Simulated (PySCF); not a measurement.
# PtOCl₂: structure of the triplet

Aim: relax PtOCl₂ as a triplet from a PBE0 minimum start, check by its vibrations whether the end is a minimum, and collect its spectrum and constants.

Computed with PySCF 2.14.0. Level: PBE0, basis Pt def2-SVP with ECP60, O def2-SVP, Cl def2-SVP, scalar-relativistic core potentials, no spin–orbit coupling, density fitting.

## 1. Starting geometry

4 atoms, charge 0, spin multiplicity 3.

Bond lengths: Pt1–O2 1.760 Å, Pt1–Cl3 2.234 Å, Pt1–Cl4 2.245 Å. Angles: O2–Pt1–Cl3 98.7°, O2–Pt1–Cl4 153.3°, Cl3–Pt1–Cl4 108.0°.

Z-matrix (Å, degrees; charge 0 multiplicity 3):
```
Pt
O  1 1.7602
Cl 1 2.2344 2 98.69
Cl 1 2.2454 2 153.35 3 180.00
```

## 2. The SCF at the typed geometry

The steps below are one call of a driver around PySCF. For each, scf.py gives the equivalent set-up of the SCF; relaxations use the driver's own optimiser. After this first run the driver tries any further starts and a stability analysis.

File scf.py:

```python
from pyscf import gto, scf, dft
mol = gto.M(atom='''
Pt    -0.150762     0.000000    -0.190169
O     -1.860164     0.000000    -0.609896
Cl    -0.349775     0.000000     2.035348
Cl     2.038387     0.000000    -0.689769''',
    basis={'Pt': 'def2-SVP', 'O': 'def2-SVP', 'Cl': 'def2-SVP'},
    ecp={'Pt': 'def2-SVP'},
    charge=0, spin=2)
mf = dft.UKS(mol, xc='PBE0')
mf.grids.atom_grid = (50, 194)
aux = {'Pt': 'def2-universal-JKFIT', 'O': 'def2-universal-JKFIT', 'Cl': 'def2-universal-JKFIT'}
mf = mf.density_fit(auxbasis=aux)
mf.conv_tol = 1e-08
mf.diis_space = 10
mf.max_cycle = 60
mf.init_guess = 'minao'
mf.verbose = 4
mf.kernel()
```

Launch:

```sh
$ OMP_NUM_THREADS=2 python axn.py task.json out
```

Output:

```text
init E= -1102.70919921439
[... the frontier-level lines of each cycle are left out ...]
cycle= 1 E= -1112.95923755889  delta_E= -10.3  |g|= 1.39  |ddm|= 5.73
cycle= 2 E= -1100.77416381913  delta_E= 12.2  |g|= 4.36  |ddm|= 7.31
cycle= 3 E= -1113.77555569807  delta_E=  -13  |g|= 0.881  |ddm|= 6.69
cycle= 4 E= -1112.87505984681  delta_E=  0.9  |g|= 1.64  |ddm|= 1.63
cycle= 5 E= -1114.16063836869  delta_E= -1.29  |g|= 0.214  |ddm|= 1.22
cycle= 6 E= -1114.16809682612  delta_E= -0.00746  |g|= 0.185  |ddm|= 0.222
cycle= 7 E= -1114.18209893594  delta_E= -0.014  |g|= 0.0893  |ddm|= 0.127
cycle= 8 E= -1114.18604721281  delta_E= -0.00395  |g|= 0.0301  |ddm|= 0.117
cycle= 9 E= -1114.18663358968  delta_E= -0.000586  |g|= 0.00481  |ddm|= 0.0518
cycle= 10 E= -1114.18666569306  delta_E= -3.21e-05  |g|= 0.00228  |ddm|= 0.014
cycle= 11 E= -1114.18667895428  delta_E= -1.33e-05  |g|= 0.00168  |ddm|= 0.0109
cycle= 12 E= -1114.18668399825  delta_E= -5.04e-06  |g|= 0.00105  |ddm|= 0.00875
cycle= 13 E= -1114.1866851412  delta_E= -1.14e-06  |g|= 0.00022  |ddm|= 0.00402
cycle= 14 E= -1114.18668521666  delta_E= -7.55e-08  |g|= 0.00018  |ddm|= 0.000969
cycle= 15 E= -1114.18668525965  delta_E= -4.3e-08  |g|= 3.76e-05  |ddm|= 0.000755
cycle= 16 E= -1114.18668526468  delta_E= -5.02e-09  |g|= 1.5e-05  |ddm|= 0.00031
Extra cycle  E= -1114.18668526497  delta_E= -2.95e-10  |g|= 3.49e-05  |ddm|= 8.89e-05
converged SCF energy = -1114.18668526497  <S^2> = 2.0248905  2S+1 = 3.016548
```

This step, with its further starts and checks, needed 23 s of wall time on 2 threads of Arm Neoverse N1, shared host.

Energies from each starting density:

| start | energy (Eh) |
| --- | --- |
| the minimal-basis guess | -1114.186685 |
| a thermally smeared density | -1114.186685 |
| a smeared PBE density | -1114.186685 |

The test of internal stability and the other starts found no lower solution of this spin.

## 3. Relaxation: PBE0 minimum start, triplet

The program finds Cs symmetry in the start, which this walk keeps. Threshold on the gradient: 0.0003 Eh/bohr, with a further test on the energy change.

scf.py, as its differences from that of step 2:

```diff
@@ -3,4 +3,4 @@
-Pt    -0.150762     0.000000    -0.190169
-O     -1.860164     0.000000    -0.609896
-Cl    -0.349775     0.000000     2.035348
-Cl     2.038387     0.000000    -0.689769''',
+Pt    -0.150414     0.000000    -0.190959
+O     -1.859816     0.000000    -0.610686
+Cl    -0.349427     0.000000     2.034558
+Cl     2.038735     0.000000    -0.690559''',
@@ -17 +16,0 @@
-mf.init_guess = 'minao'
```

The optimiser's trace:

```
step   energy (Eh)  change (kJ/mol)  largest symmetric gradient (Eh/bohr)
   0  -1114.186685             0.00                               0.00029
```

The walk took 3.7 s.

After 0 steps and 0.0 kJ/mol it ends at Cs: Pt–Cl 2.234 Å, Pt–Cl 2.245 Å, Pt–O 1.760 Å; Cl–Pt–Cl 108.0°, Cl–Pt–O 98.7°, Cl–Pt–O 153.3°.

## 4. Vibrations and properties at this point

On the finer grid the gradient is checked again; gradients at displacements of ±0.02 bohr then give force constants and infrared intensities.

scf.py, as its differences from that of step 3:

```diff
@@ -11 +11 @@
-mf.grids.atom_grid = (50, 194)
+mf.grids.atom_grid = (75, 302)
@@ -14 +14 @@
-mf.conv_tol = 1e-08
+mf.conv_tol = 1e-10
```

This SCF starts from the last density.

Log of the central SCF (cycles and frontier levels):

```text
init E= -1114.1867337014
[... the frontier-level lines of each cycle are left out ...]
cycle= 1 E= -1114.18673370094  delta_E= 4.53e-10  |g|= 3.35e-05  |ddm|= 3.42e-05
cycle= 2 E= -1114.18673369448  delta_E= 6.46e-09  |g|= 0.000127  |ddm|= 0.000122
cycle= 3 E= -1114.18673370142  delta_E= -6.94e-09  |g|= 6.16e-06  |ddm|= 9.55e-05
cycle= 4 E= -1114.18673370144  delta_E= -2.18e-11  |g|= 4.35e-07  |ddm|= 6.82e-06
Extra cycle  E= -1114.18673370144  delta_E=    0  |g|= 8.4e-07  |ddm|= 1.74e-06
converged SCF energy = -1114.18673370144  <S^2> = 2.0248764  2S+1 = 3.0165387
```

The whole step took 2.2 min.

Geometry: Cs; Pt–Cl 2.234 Å, Pt–Cl 2.245 Å, Pt–O 1.760 Å; Cl–Pt–Cl 108.0°, Cl–Pt–O 98.7°, Cl–Pt–O 153.3°.

Modes, for the most abundant isotopes:

```json
{"symmetry": "a'", "ω (cm⁻¹)": "69", "IR (km/mol)": "0.5", "type": "bend"}
{"symmetry": "a''", "ω (cm⁻¹)": "168", "IR (km/mol)": "2.3", "type": "bend"}
{"symmetry": "a'", "ω (cm⁻¹)": "181", "IR (km/mol)": "5.2", "type": "bend"}
{"symmetry": "a'", "ω (cm⁻¹)": "384", "IR (km/mol)": "7.9", "type": "stretch"}
{"symmetry": "a'", "ω (cm⁻¹)": "390", "IR (km/mol)": "35.1", "type": "stretch"}
{"symmetry": "a'", "ω (cm⁻¹)": "827", "IR (km/mol)": "13.0", "type": "stretch"}
```

No imaginary mode, so this is a minimum.

Properties at this point:

- Dipole moment: 0.78 D
- Highest occupied level: -8.48 eV
- Lowest empty level: -5.02 eV
- Rotational constants: 0.1216, 0.06876, 0.04392 cm⁻¹
- Zero-point energy: 12.1 kJ/mol
- Principal polarisabilities: 32.4, 61.3, 80.7 bohr³
- Atomisation energy without zero-point energy: 879 kJ/mol
- Principal traceless quadrupole moments about the centre of mass: -4.63, 1.73, 2.90 D Å
- Entropy at 298.15 K and 1 bar (electronic part: spin only): 351.7 J/(mol K)
- Heat capacity Cp at 298.15 K: 72.2 J/(mol K)
- Enthalpy at 298.15 K above 0 K: 17.04 kJ/mol
- Rotational symmetry number: 1
- Spin squared ⟨S²⟩: 2.025

Populations by atom (charges in e):

```
atom  Mulliken  Löwdin  polar tensor  spin (Mulliken)  Mayer order to Pt1
 Pt1      0.56   -0.27          0.88             0.69                   –
  O2     -0.20   -0.01         -0.25             1.10                1.58
 Cl3     -0.15    0.18         -0.22             0.02                1.05
 Cl4     -0.22    0.11         -0.42             0.19                1.02
```

Mulliken populations on Pt1 (outside its core potential): s 2.71, p 6.35, d 8.33, f 0.04.

## 5. Summary of results

| quantity | value |
| --- | --- |
| minimum | triplet, Cs |
| geometry | Pt–Cl 2.234 Å, Pt–Cl 2.245 Å, Pt–O 1.760 Å; Cl–Pt–Cl 108.0°, Cl–Pt–O 98.7°, Cl–Pt–O 153.3° |
| wavenumbers (cm⁻¹) | 69 (a'), 168 (a''), 181 (a'), 384 (a'), 390 (a'), 827 (a') |
| dipole moment | 0.78 D |
| highest occupied, lowest empty level (either spin) | -8.48, -5.02 eV |
| polar-tensor charge of Pt1 | +0.88 e |
| zero-point energy | 12.1 kJ/mol |
| entropy at 298.15 K | 351.7 J/(mol K) |
| atomisation energy (no zero-point energy) | 879 kJ/mol |
| ⟨S²⟩ | 2.025 |

In words: The PBE0 minimum start keeps its Cs symmetry and ends in a minimum. In the infrared the band at 390 cm⁻¹ (a', stretch) leads. Most of the spin sits on O2 (Mulliken spin 1.10, against 2 for the whole molecule). Other starts or spin states, not run here, may lie lower. One determinant may miss the lowest occupation of an open d or f shell. With an element this heavy the missing spin–orbit coupling can shift these numbers.

The search up to here took 2.6 min.
